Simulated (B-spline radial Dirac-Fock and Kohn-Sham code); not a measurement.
# An X-ray data sheet for Ne²⁺, step by step

Aim: for neon as Ne²⁺, compute how cheaper methods do for the levels.

Program: B-spline radial Dirac-Fock and Kohn-Sham code, version 5. Model: a free atom or ion on a radial basis; each step names its model. All values are calculated, but those marked as tabulated.

### 1 The system

Ne²⁺, 1s2 2s2 2p4.

* nuclear charge: 10
* electrons: 8
* mass number: 20
* nuclear rms radius: 3.0055 fm

Outer shells as boxes (Hund's rule, for the drawing alone; heavy ions are jj-coupled, and the calculation averages over the configuration):

```
[He] core
2s [↑↓]
2p [↑↓][↑ ][↑ ]
```

### 2 The levels by Dirac PBE

Model: Dirac-Kohn-Sham PBE, finite nucleus, spherical and without spin polarisation.

task.json holds this item:

```json
{
  "Z": 10,
  "q": 2,
  "cfg": [[1, 0, 2], [2, 0, 2], [2, 1, 4]],
  "A": 20,
  "rrms": 3.0055,
  "tag": "ground",
  "do": ["pbe", "binding", "quiet"],
  "hv": [28.2, 46.4, 58.2, 65.8, 163.0, 208.0, 216.0, 223.0, 261.0, 1760.0, 2480.0, 2820.0, 3660.0, 6150.0, 6330.0, 18300.0, 20700.0, 24800.0, 30400.0, 40900.0, 41100.0, 58400.0, 68300.0, 111000.0],
  "s": [0, 0.06, 0.07, 0.09, 0.11, 0.13, 0.17, 0.21, 0.26, 0.32, 0.4, 0.5, 0.62, 0.77, 0.96, 1.19, 1.48, 1.85, 2.3, 2.86, 3.56, 4.43, 5.51],
  "pz": [0, 0.1, 0.2, 0.3, 0.4, 0.5, 0.6, 0.8, 1.0, 1.2, 1.4, 1.6, 1.8, 2.0, 2.5, 3.0, 4.0, 5.0, 7.0, 10.0, 15.0, 20.0, 30.0, 40.0, 60.0, 100.0],
  "hv_scatter": [1000, 10000, 17479.3, 20000, 30000, 50000, 500000, 1000000],
  "holes": ["K", "L1", "L2", "L3", "M1", "M2", "M3", "M4", "M5", "N1", "N2", "N3", "N4", "N5", "N6", "N7"]
}
```

The run is started by

```sh
python xray_run.py task.json out
```

Q: Predict the outcome of this session. Wanted: Dirac PBE, K: eigenvalue / ΔSCF.

**Answer**, as computed:

| quantity | value |
| --- | --- |
| Dirac PBE, K: eigenvalue / ΔSCF | 881.4 / 938.0 eV |

What this shows: Dirac PBE misses the K level by -4.9 % with its eigenvalue and by +1.2 % with ΔSCF, so total-energy differences mend most of the error. The Hartree-Fock and Dirac-Fock values hold no electron correlation.
